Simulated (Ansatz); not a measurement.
Predict the output of the script below (Ansatz 0.2.0 through its Python package).

The script, `ch6o2sisn_opt.py`:
```python
# -*- coding: utf-8 -*-
'''Geometry optimisation of CH6O2SiSn.'''

import ansatz as az
import numpy as np

mol = (
    az.Crystal.molecule()
    .atom('O', (-2.2109, 0.8149, 0.1073))
    .atom('Si', (-0.5585, 1.0468, 0.1444))
    .atom('O', (0.0964, 0.8063, -1.4237))
    .atom('C', (0.927, -0.3854, -1.2073))
    .atom('Sn', (0.5524, -0.9944, 0.8512))
    .atom('H', (-2.527, 0.7896, 1.0437))
    .atom('H', (-0.0749, 2.2969, 0.7868))
    .atom('H', (1.971, -0.2053, -1.4026))
    .atom('H', (0.4756, -1.1694, -1.8418))
    .atom('H', (1.9585, -0.7072, 1.8975))
    .atom('H', (-0.5441, -2.3498, 1.0651))
)

model = mol.calculation()
model = model.basis(gaussian='def2-SVP')
model = model.functional('r2scan')
model = model.scf(lower_state_search='off')
symbols = [site.symbol for site in mol.cartesian_sites]
start = np.array([site.position_ang for site in mol.cartesian_sites], dtype=float)
def progress(event):
    if event['event'] == 'relax_step':
        row = event['data']
        print(f'step {row["step"]:3d}  E = {row["lagrangian_ev"]:.6f} eV  max force {row["allowed_force_max_ev_ang"]:.4f} eV/A')


report = model.relax(force_tolerance=0.01).session().plan().execute(on_event=progress).report
end = np.array(report['positions_ang'])

for key in ('converged', 'free_energy_ev', 'reference_energy_ev', 'n_frozen', 'n_occupied', 'n_virtual'):
    print(f'{key:22s} {report[key]}')

print('bond        before    after (A)')
for i, j in [(0, 1), (0, 5), (1, 2), (1, 4), (1, 6), (2, 3), (3, 4), (3, 7), (3, 8), (4, 9), (4, 10)]:
    d0, d1 = (np.linalg.norm(xyz[i] - xyz[j]) for xyz in (start, end))
    print(f'{symbols[i]}{i}-{symbols[j]}{j}'.ljust(10), f'{d0:8.4f} {d1:8.4f}')
```

```console
$ python ch6o2sisn_opt.py
step   1  E = -18930.023318 eV  max force 1.6962 eV/A
step   2  E = -18930.507973 eV  max force 1.0005 eV/A
step   3  E = -18930.630541 eV  max force 0.6570 eV/A
step   4  E = -18930.645371 eV  max force 0.7522 eV/A
step   5  E = -18930.674467 eV  max force 0.4607 eV/A
step   6  E = -18930.665891 eV  max force 0.5205 eV/A
step   7  E = -18930.700511 eV  max force 0.2170 eV/A
step   8  E = -18930.712854 eV  max force 0.0956 eV/A
step   9  E = -18930.721726 eV  max force 0.1697 eV/A
step  10  E = -18930.733502 eV  max force 0.1289 eV/A
step  11  E = -18930.662935 eV  max force 2.1291 eV/A
step  12  E = -18930.738651 eV  max force 0.0658 eV/A
step  13  E = -18930.738490 eV  max force 0.4701 eV/A
step  14  E = -18930.740706 eV  max force 0.0784 eV/A
step  15  E = -18930.743118 eV  max force 0.1933 eV/A
step  16  E = -18930.746539 eV  max force 0.0823 eV/A
step  17  E = -18930.748809 eV  max force 0.0341 eV/A
step  18  E = -18930.677212 eV  max force 0.8616 eV/A
step  19  E = -18930.749060 eV  max force 0.0718 eV/A
step  20  E = -18930.749229 eV  max force 0.0510 eV/A
step  21  E = -18930.749240 eV  max force 0.0702 eV/A
step  22  E = -18930.749364 eV  max force 0.0116 eV/A
step  23  E = -18930.749388 eV  max force 0.0078 eV/A
converged              True
free_energy_ev         -18930.74940023892
reference_energy_ev    -18930.74940023892
n_frozen               0
n_occupied             [32, 32]
n_virtual              [84, 84]
bond        before    after (A)
O0-Si1       1.6690   1.6638
O0-H5        0.9886   0.9652
Si1-O2       1.7163   1.6857
Si1-Sn4      2.4290   2.5607
Si1-H6       1.4864   1.4951
O2-C3        1.4686   1.4316
C3-Sn4       2.1791   2.2372
C3-H7        1.0773   1.1024
C3-H8        1.1050   1.1035
Sn4-H9       1.7760   1.7180
Sn4-H10      1.7565   1.7174
```

Reading the output:
- The settings weren't tested for convergence.
- The end point is the stationary point reached from this start; no frequency run checks that it is a minimum, and the basis set is modest.
- def2 sets replace the cores of elements past krypton by effective core potentials.
- Timing: 100 s on 1 thread of Intel(R) Xeon(R) Platinum 8375C CPU @ 2.90GHz (Ice Lake), with other jobs on the host, peak memory 0.23 GiB.

(A comment or docstring line of the script was reworded after the run, the code is as it ran; lines on the test bed's own set-up are left out of the output.)
